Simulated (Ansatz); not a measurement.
## BrClHSn, SMILES [Cl][SnH][Br]: vertical and adiabatic energies of changing the electron count, step by step

Program: the Python package of Ansatz (0.2.0).

At the Python prompt:
```pycon
>>> import ansatz as az
>>> import numpy as np
>>> geometry_ang = [
...     ("Cl", (-2.1345, 0.1333, -0.1146)),
...     ("Sn", (0.1224, 0.0215, -0.5641)),
...     ("Br", (1.1012, -1.7814, 0.8597)),
...     ("H", (0.9665, 1.5663, -0.2013)),
... ]
>>> system = az.Crystal.molecule()
>>> for symbol, xyz in geometry_ang:
...     system = system.atom(symbol, xyz)
...
>>> setup = (
...     system.calculation()
...     .basis(gaussian="def2-SVP")
...     .functional("r2SCAN")
...     .spin("collinear", total=1)
...     .scf(lower_state_search="off")
... )
>>> symbols = [site.symbol for site in system.cartesian_sites]
>>> start = np.array([site.position_ang for site in system.cartesian_sites], dtype=float)
>>> data = setup.relax(force_tolerance=0.01, max_steps=100).run(threads=1, backend="cpu").report
>>> end = np.array(data["positions_ang"])
>>> minimum = az.Crystal.molecule()
>>> for symbol, place in zip(symbols, end):
...     minimum = minimum.atom(symbol, place.tolist())
...
>>> ion = (
...     minimum.calculation()
...     .basis(gaussian="def2-SVP")
...     .functional("r2SCAN")
...     .scf(lower_state_search="off")
...     .charge(1)
... )
>>> vertical = ion.run(threads=1, backend="cpu").report
>>> settled = ion.relax(force_tolerance=0.01, max_steps=80).run(threads=1, backend="cpu").report
>>> print(f"vertical ionisation energy   {vertical['free_energy_ev'] - data['free_energy_ev']:.3f} eV")
vertical ionisation energy   9.174 eV
>>> print(f"adiabatic, no zero point     {settled['free_energy_ev'] - data['free_energy_ev']:.3f} eV")
adiabatic, no zero point     8.275 eV
>>> print(f"relaxation energy of the ion {vertical['free_energy_ev'] - settled['free_energy_ev']:.3f} eV")
relaxation energy of the ion 0.899 eV
>>> ionised = np.array(settled["positions_ang"])
>>> print("final positions (A) and the move of each atom")
final positions (A) and the move of each atom
>>> for symbol, xyz, old in zip(symbols, ionised, end):
...     print(f"{symbol:2s} {xyz[0]:10.5f} {xyz[1]:10.5f} {xyz[2]:10.5f}   {np.linalg.norm(xyz - old):7.4f}")
...
Cl   -2.15128    0.10524   -0.25720    0.1843
Sn    0.11480    0.15099   -0.05285    0.6140
Br    1.12235   -1.88225    0.72272    0.1954
H     0.96973    1.56572   -0.43297    0.2896
```

Notes:
- These settings explore the input space; basis and method may be short of convergence.
- The energies are electronic: no zero-point or thermal terms, and the basis set is short of its limit. The product may relax into another structure. Each relaxation finds its nearest minimum, which needn't be the lowest.
- def2 sets replace the cores of elements past krypton by effective core potentials.
- The run takes the species as open-shell (spin multiplicity 2), which needn't be its ground state.
- Only the spin states typed were run; another state of an ion can lie lower, by up to an eV or two.
- Hardware and time: 45 s on 1 thread of Arm Neoverse V1, on a shared host, peak memory 0.2 GiB.
